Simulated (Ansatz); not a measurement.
# ClH3O2Sn: the cost of one run

All numbers below are computed with Ansatz 0.2.0 (RKS BLYP/def2-SVP).

## 1. The starting structure

Bond lengths: O1–Sn2 1.937 Å, Sn2–O3 1.954 Å, Sn2–Cl4 2.293 Å, O1–H5 1.043 Å, Sn2–H6 1.755 Å, O3–H7 0.978 Å. Angles: O1–Sn2–O3 107.8°, O1–Sn2–Cl4 110.6°, O1–Sn2–H6 109.6°, O3–Sn2–Cl4 107.9°, O3–Sn2–H6 110.1°, Cl4–Sn2–H6 110.8°, Sn2–O1–H5 105.1°, Sn2–O3–H7 108.3°.

As a file:

```xyz
7

O    -0.1853    1.4544   -0.8268
Sn   -0.0870   -0.0741    0.3584
O     1.6858   -0.8714    0.1589
Cl   -1.6406   -1.6534   -0.2328
H    -1.1691    1.7937   -0.7520
H    -0.3302    0.4497    2.0158
H     1.7877   -1.1670   -0.7673
```

## 2. Relaxing end A

File input.yaml:

```yaml
crystal:
  periodic: [false, false, false]
  atoms:
    - { symbol: O, position_ang: [-0.1853, 1.4544, -0.8268] }
    - { symbol: Sn, position_ang: [-0.087, -0.0741, 0.3584] }
    - { symbol: O, position_ang: [1.6858, -0.8714, 0.1589] }
    - { symbol: Cl, position_ang: [-1.6406, -1.6534, -0.2328] }
    - { symbol: H, position_ang: [-1.1691, 1.7937, -0.752] }
    - { symbol: H, position_ang: [-0.3302, 0.4497, 2.0158] }
    - { symbol: H, position_ang: [1.7877, -1.167, -0.7673] }
basis:
  gaussian: { orbitals: def2-SVP }
hamiltonian:
  xc: blyp
relax:
  f_tol: 0.015
  max_steps: 40
output:
  orbitals: {}
```

The run is started by

```bash
> ansatz run input.yaml --threads 1 --pin off --max-ram 2048MiB --backend cpu --events-out ev --progress --plain --runs-dir out
```

**Question.** How long does this run take on 1 thread of Arm Neoverse V1, shared host, and how much memory does it need?

About 47 s, with a peak of 0.12 GiB.
